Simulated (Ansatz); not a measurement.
**GaH3Se (SMILES [GaH2][SeH]): one structure at several levels**

One table from this session's results is given with a row withheld; the runs are named, their logs left out.

Program: Ansatz 0.2.0, Gaussian basis. Level of theory: single points in def2-TZVPP. These are calculated values, not measurements.

Correlated methods freeze the cores. Filled d shells of the heavier atoms are correlated.

**Where the work starts**

SMILES `[GaH2][SeH]`, 5 atoms, charge 0, spin multiplicity 1.

Atoms are counted from 1 here; the program's logs count them from 0.

Bond lengths: Ga1–Se2 2.262 Å, Ga1–H3 1.661 Å, Ga1–H4 1.726 Å, Se2–H5 1.495 Å. Angles: Se2–Ga1–H3 127.0°, Se2–Ga1–H4 122.8°, H3–Ga1–H4 108.3°, Ga1–Se2–H5 96.5°.

Coordinates:

```
Ga   -0.39570   -0.46500   -0.10710
Se    0.36680    1.65690    0.07270
H    -0.76320   -1.50400    1.13560
H    -1.09440   -1.08750   -1.55770
H     1.81020    1.30560    0.24270
```

The first run:

Input file run/in.yaml:

```yaml
crystal:
  periodic: [false, false, false]
  atoms:
    - {symbol: Ga, position_ang: [-0.395700, -0.465000, -0.107100]}
    - {symbol: Se, position_ang: [0.366800, 1.656900, 0.072700]}
    - {symbol: H, position_ang: [-0.763200, -1.504000, 1.135600]}
    - {symbol: H, position_ang: [-1.094400, -1.087500, -1.557700]}
    - {symbol: H, position_ang: [1.810200, 1.305600, 0.242700]}
basis:
  gaussian: {orbitals: def2-TZVPP}
correlation: {method: ccsd_t}
output: {forces: true}
```

No record of the launch command was kept for these runs.

Among the steps run: CCSD(T)/def2-TZVPP; PBE0-D4/def2-TZVPP; wB97M-V/def2-TZVPP; r2SCAN-D4/def2-TZVPP; PBE-D4/def2-TZVPP; revPBE-D4/def2-TZVPP; BHLYP-D4/def2-TZVPP.

One of the session's tables, all rows but one given; the rest of the session is left out.

| method | RMS force component (eV/Å) | angle to CCSD(T) forces (°) | dipole (D) |
| --- | --- | --- | --- |
| CCSD(T) | 1.080 | reference | 1.05 |
| PBE0-D4 | 1.037 | 1.3 | 1.04 |
| wB97M-V | ? | ? | ? |
| r2SCAN-D4 | 1.035 | 1.5 | 1.05 |
| PBE-D4 | 0.997 | 8.2 | 0.98 |
| revPBE-D4 | 1.020 | 10.0 | 0.99 |
| BHLYP-D4 | 1.133 | 2.3 | 1.07 |

Estimate the missing values for wB97M-V.

**Answer.** RMS force component (eV/Å): 1.080; angle to CCSD(T) forces (°): 1.6; dipole (D): 1.03.
